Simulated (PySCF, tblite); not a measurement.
**C₉H₁₀NP: geometry, infrared bands and NMR shifts**

Wanted: the infrared bands and NMR shifts of C₉H₁₀NP (`Cc1pc2ccccc2n1C`), by calculation.

Computed with tblite 0.8.0 and PySCF 2.14.0, with density-fitted response routines of our own, on a single molecule in the gas phase. Atoms are numbered from 0 throughout.

## Step 1: Starting geometry

21 atoms, charge 0, multiplicity 1; geometry from: force field or distance geometry start.

Bonds of the start (Å): C0–C1 1.48, C1–P2 1.88, P2–C3 1.84, C3–C4 1.41, C4–C5 1.40, C5–C6 1.39, C6–C7 1.39, C7–C8 1.41, C8–N9 1.42, N9–C10 1.45, N9–C1 1.38, C8–C3 1.39, C0–H11 1.10, C0–H12 1.10, C0–H13 1.10, C4–H14 1.07, C5–H15 1.09, C6–H16 1.08, C7–H17 1.08, C10–H18 1.09, C10–H19 1.09, C10–H20 1.10.

## Step 2: Optimising the geometry with GFN2-xTB

What the job is given:

```
{"job": {"kind": "relax", "xc": "GFN2-xTB", "basis": "xTB"}, "charge": 0, "multiplicity": 1}
C     -2.965000    -0.717500     0.954000
C     -1.512200    -0.647200     0.693300
P     -0.350600    -1.894900     1.488200
C      0.926600    -0.937400     0.578200
C      2.286900    -1.287300     0.663500
C      3.206700    -0.516500    -0.059900
C      2.791700     0.570900    -0.825600
C      1.443900     0.920700    -0.893700
C      0.501300     0.145600    -0.183000
N     -0.903900     0.301400    -0.102100
C     -1.601200     1.358600    -0.814600
H     -3.521700    -0.861200     0.017300
H     -3.250100    -1.539300     1.630300
H     -3.317700     0.210900     1.421100
H      2.628300    -2.120300     1.250900
H      4.265400    -0.767600     0.000100
H      3.526200     1.157800    -1.366500
H      1.132200     1.760400    -1.501200
H     -2.672000     1.313000    -0.619200
H     -1.406700     1.240100    -1.877100
H     -1.216900     2.327000    -0.454400
```

The run is started by

```bash
$ OMP_NUM_THREADS=1 python probes_run.py task.json out
```

One launch serves the whole session: the jobs run in the order shown.

**Question.** This job is followed by: GFN2-xTB harmonic vibrations, gas phase; GIAO PBE0/pcSseg-1 NMR shielding, non-relativistic, gas phase. What will the session give for the following? strongest single infrared mode (GFN2-xTB); zero-point energy (GFN2-xTB); 13C shifts against TMS (PBE0/pcSseg-1); 1H shifts against TMS (PBE0/pcSseg-1, means over atoms taken as alike); 31P shifts against H3PO4 (PBE0/pcSseg-1); 15N shifts against NH3 (PBE0/pcSseg-1).

As calculated:

| quantity | value |
| --- | --- |
| strongest single infrared mode (GFN2-xTB) | 3084 cm⁻¹, 80 km/mol |
| zero-point energy (GFN2-xTB) | 103.9 kcal/mol |
| 13C shifts against TMS (PBE0/pcSseg-1) | 182.0, 149.7, 147.1, 135.0, 128.6, 125.1, 115.0, 32.7, 20.1 ppm |
| 1H shifts against TMS (PBE0/pcSseg-1, means over atoms taken as alike) | 8.35, 7.66, 7.54, 7.47, 3.92, 2.87 ppm |
| 31P shifts against H3PO4 (PBE0/pcSseg-1) | 91.7 ppm |
| 15N shifts against NH3 (PBE0/pcSseg-1) | 175.3 ppm |

In words: Relaxing lowered the energy by 0.580 eV in 26 steps; the close pair that moved most is C1–P2, from 1.881 to 1.722 Å. No mode is imaginary among the 57: a minimum at this level. The strongest single mode, at 3084 cm⁻¹, is carried by H14, H17, H16, H15. Unscaled tight-binding wavenumbers are off by several per cent, some by more. Its intensities can rank the bands wrongly. At PBE0/pcSseg-1: The largest span, 353 ppm, is at P2, where the paramagnetic term is -744 ppm. NICS(1)zz of -24 ppm above the planar ring from C1 marks a diatropic (aromatic) ring current. NICS(1)zz of -30 ppm above the planar ring from C3 marks a diatropic (aromatic) ring current.
